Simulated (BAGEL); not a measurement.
# B2H2F2 (SMILES BB(F)F) at HF/6-311+G(d,p) (density fitting with qzvpp-jkfit)

Aim: the energy change on altering one bond length of B2H2F2 at HF/6-311+G** (density fitting with qzvpp-jkfit), from 2 runs. 

The results are computed with BAGEL 1.2.2.

3 further runs of the same task are left out: 1 that didn't finish, 2 set aside as unsound or not needed. Runs told in other sessions of the task aren't counted.

## 1. Starting point

B2H2F2 has 6 atoms, charge 0, and is taken as a singlet. SMILES: `BB(F)F`. The coordinates come from a GFN2-xTB relaxation.

Bond lengths: B1–B2 1.666 Å, B2–F3 1.327 Å, B2–F4 1.326 Å, B1–H5 1.168 Å, B1–H6 1.168 Å. Angles: B1–B2–F3 124.1°, B1–B2–F4 124.5°, F3–B2–F4 111.4°, B2–B1–H5 121.9°, B2–B1–H6 121.9°, H5–B1–H6 116.2°.

## 2. The energy at HF/6-311+G(d,p) (density fitting with qzvpp-jkfit)

Input file job.json:

```json
{ "bagel" : [

{
  "title" : "molecule",
  "basis" : "6-311+gss.json",
  "df_basis" : "qzvpp-jkfit",
  "angstrom" : true,
  "geometry" : [
    { "atom" : "B", "xyz" : [      -0.384060,       0.723310,      -0.312960 ] },
    { "atom" : "B", "xyz" : [       0.345050,      -0.650110,       0.286370 ] },
    { "atom" : "F", "xyz" : [       0.646000,      -1.713150,      -0.448520 ] },
    { "atom" : "F", "xyz" : [       0.700630,      -0.821130,       1.551970 ] },
    { "atom" : "H", "xyz" : [      -1.545580,       0.840870,      -0.348270 ] },
    { "atom" : "H", "xyz" : [       0.237960,       1.620200,      -0.728600 ] }
  ]
},

{
  "title" : "hf"
},

{
  "title" : "print",
  "file" : "orbitals.molden",
  "orbitals" : true
}

]}
```

The basis set 6-311+G** is read from a file made from the Basis Set Exchange's data (not shown).

The run is started by

```sh
$ BAGEL_NUM_THREADS=1 BAGEL job.json > job.out
```

Standard output:

```text
* using 1 threads per process

  ===============================================================
  ===============================================================

  *** Geometry ***

  { "atom" : "B", "xyz" : [     -0.725768,      1.366858,     -0.591409 ] },
  { "atom" : "B", "xyz" : [      0.652050,     -1.228530,      0.541161 ] },
  { "atom" : "F", "xyz" : [      1.220763,     -3.237384,     -0.847580 ] },
  { "atom" : "F", "xyz" : [      1.323999,     -1.551711,      2.932798 ] },
  { "atom" : "H", "xyz" : [     -2.920723,      1.589014,     -0.658135 ] },
  { "atom" : "H", "xyz" : [      0.449679,      3.061734,     -1.376854 ] },

  Number of auxiliary basis functions:      340

  Since a DF basis is specified, we compute 2- and 3-index integrals:
    o Being stored without compression. Storage requirement is 0.027 GB

  Number of basis functions:      100
  Number of electrons      :       30

    * METHOD: MOLECULE                             0.12

  *** RHF ***

  === Nuclear Repulsion ===
    93.9485277830

      * DIIS with orbital gradients will be used.

  === RHF iteration (6-311+gss.json) ===
      0       -249.24521987          0.03345425           0.04
      1       -249.43799910          0.02354194           0.04
      2       -249.56479625          0.00172665           0.04
      3       -249.56652448          0.00023715           0.03
      4       -249.56656150          0.00005885           0.04
      5       -249.56656394          0.00001422           0.04
      6       -249.56656406          0.00000488           0.03
      7       -249.56656407          0.00000181           0.04
      8       -249.56656407          0.00000043           0.04
      9       -249.56656407          0.00000015           0.03
     10       -249.56656407          0.00000005           0.04
     11       -249.56656407          0.00000001           0.04
     12       -249.56656407          0.00000001           0.04
    * SCF iteration converged.

    * Permanent dipole moment:
           (    0.325370,    -0.612613,     0.259348) a.u.

    * METHOD: HF                                   0.60

    * METHOD: PRINT                                0.02

  ===============================================================
```

It took 0.91 s on 1 thread of Arm Neoverse V2, shared host; peak memory 0.095 GiB.

## 3. The distorted shape at the same level

Input file input.json:

```json
{ "bagel" : [

{
  "title" : "molecule",
  "basis" : "6-311+gss.json",
  "df_basis" : "qzvpp-jkfit",
  "angstrom" : true,
  "geometry" : [
    { "atom" : "B", "xyz" : [      -0.967338,       1.822027,      -0.792416 ] },
    { "atom" : "B", "xyz" : [       0.345050,      -0.650110,       0.286370 ] },
    { "atom" : "F", "xyz" : [       0.646000,      -1.713150,      -0.448520 ] },
    { "atom" : "F", "xyz" : [       0.700630,      -0.821130,       1.551970 ] },
    { "atom" : "H", "xyz" : [      -2.128858,       1.939587,      -0.827726 ] },
    { "atom" : "H", "xyz" : [      -0.345318,       2.718917,      -1.208056 ] }
  ]
},

{ "title" : "hf", "charge" : 0 },

{ "title" : "print", "file" : "orbitals.molden", "orbitals" : true }

]}
```

The basis set 6-311+G** is read from a file made from the Basis Set Exchange's data (not shown).

The run is started by

```sh
$ BAGEL_NUM_THREADS=1 BAGEL input.json > input.out
```

Standard output:

```text
* using 1 threads per process

  ===============================================================
  ===============================================================

  *** Geometry ***

  { "atom" : "B", "xyz" : [     -1.828004,      3.443132,     -1.497449 ] },
  { "atom" : "B", "xyz" : [      0.652050,     -1.228530,      0.541161 ] },
  { "atom" : "F", "xyz" : [      1.220763,     -3.237384,     -0.847580 ] },
  { "atom" : "F", "xyz" : [      1.323999,     -1.551711,      2.932798 ] },
  { "atom" : "H", "xyz" : [     -4.022959,      3.665288,     -1.564175 ] },
  { "atom" : "H", "xyz" : [     -0.652556,      5.138008,     -2.282895 ] },

  Number of auxiliary basis functions:      340

  Since a DF basis is specified, we compute 2- and 3-index integrals:
    o Being stored without compression. Storage requirement is 0.027 GB

  Number of basis functions:      100
  Number of electrons      :       30

    * METHOD: MOLECULE                             0.12

  *** RHF ***

  === Nuclear Repulsion ===
    82.4247520678

      * DIIS with orbital gradients will be used.

  === RHF iteration (6-311+gss.json) ===
      0       -249.01555603          0.03474526           0.04
      1       -249.24566901          0.02563925           0.04
      2       -249.40993168          0.00232736           0.04
      3       -249.41425035          0.00051018           0.04
      4       -249.41444739          0.00019559           0.04
      5       -249.41447032          0.00004157           0.04
      6       -249.41447182          0.00000864           0.04
      7       -249.41447189          0.00000264           0.04
      8       -249.41447189          0.00000119           0.04
      9       -249.41447190          0.00000024           0.04
     10       -249.41447190          0.00000008           0.04
     11       -249.41447190          0.00000002           0.04
     12       -249.41447190          0.00000001           0.04
    * SCF iteration converged.

    * Permanent dipole moment:
           (    0.551077,    -1.038184,     0.448355) a.u.

    * METHOD: HF                                   0.63

    * METHOD: PRINT                                0.02

  ===============================================================
```

It took 0.95 s on 1 thread of Arm Neoverse V2, shared host; peak memory 0.095 GiB.

## 4. Results

Level: HF/6-311+G** (density fitting with qzvpp-jkfit).

```
                                                         quantity          value
                                        first shape: total energy  -249.56656 Eh
                                       first shape: dipole moment         1.88 D
                                         first shape: HOMO energy      -13.40 eV
                                         first shape: LUMO energy        0.74 eV
                                       first shape: HOMO–LUMO gap       14.14 eV
                                    distorted shape: total energy  -249.41447 Eh
                                   distorted shape: dipole moment         3.20 D
                                     distorted shape: HOMO energy       -9.13 eV
                                     distorted shape: LUMO energy        0.46 eV
                                   distorted shape: HOMO–LUMO gap        9.59 eV
energy change with the B1–B2 bond stretched from 1.666 to 3.000 Å       4.139 eV
```

**Reading.** With the B1–B2 bond stretched from 1.666 to 3.000 Å the energy rises by 4.14 eV (95 kcal/mol). The first shape isn't relaxed at this level, so the change isn't measured from a minimum. A restricted reference can't describe the breaking bond well at this length.
